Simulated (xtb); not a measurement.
**CH3BrFIn (SMILES [CH3][In]([F])[Br]): GFN2-xTB**

We compute a geometry optimisation of CH3BrFIn. 

The calculation is run with xtb 6.7.1.

5 further runs of the same task are left out: 5 set aside as unsound or not needed.

### Step 1. Starting point

CH3BrFIn: 7 atoms, total charge 0, spin state singlet. SMILES: `[CH3][In]([F])[Br]`. The shape comes from GFN2-xTB, which is rough for such elements, and wasn't checked as a minimum. The run starts from this shape.

Bond lengths: C1–In2 2.229 Å, In2–F3 1.977 Å, In2–Br4 2.490 Å, C1–H5 1.085 Å, C1–H6 1.085 Å, C1–H7 1.084 Å. Angles: C1–In2–F3 112.2°, C1–In2–Br4 138.4°, F3–In2–Br4 109.3°, In2–C1–H5 108.4°, In2–C1–H6 108.3°, In2–C1–H7 104.9°, H5–C1–H6 111.2°, H5–C1–H7 111.9°, H6–C1–H7 111.8°.

### Step 2. A structure relaxation at GFN2-xTB

The input, .CHRG:

```
0
```

The input, .UHF:

```
0
```

The input, mol.xyz:

```xyz
7

C     -0.34438000     1.05632000     0.42954000
In     0.24647000    -0.93512000    -0.37849000
F      2.20863000    -1.13117000    -0.52255000
Br    -0.85141000    -3.02580000    -1.16857000
H     -0.97967000     1.54733000    -0.30000000
H     -0.86963000     0.90135000     1.36590000
H      0.58999000     1.58710000     0.57418000
```

On the command line:

```console
$ xtb --gfn2 --opt vtight --parallel 1 -- mol.xyz > mol.out
```

What values should one expect? Wanted: total energy at the end; dipole moment; HOMO energy; LUMO energy; HOMO–LUMO gap; dispersion energy; mean polarisability.

Computed results:

Level: GFN2-xTB.

```
                      quantity         value
       total energy at the end  -13.79009 Eh
                 dipole moment        6.31 D
                   HOMO energy     -11.77 eV
                   LUMO energy      -8.85 eV
                 HOMO–LUMO gap       2.92 eV
             dispersion energy  -8.72 kJ/mol
mean polarisability (D4 model)    73.4 bohr³
```

At the final geometry: Bond lengths: C1–In2 2.229 Å, In2–F3 1.977 Å, In2–Br4 2.490 Å, C1–H5 1.085 Å, C1–H6 1.085 Å, C1–H7 1.084 Å. Angles: C1–In2–F3 112.2°, C1–In2–Br4 138.4°, F3–In2–Br4 109.3°, In2–C1–H5 108.4°, In2–C1–H6 108.3°, In2–C1–H7 104.9°, H5–C1–H6 111.2°, H5–C1–H7 111.9°, H6–C1–H7 111.8°.
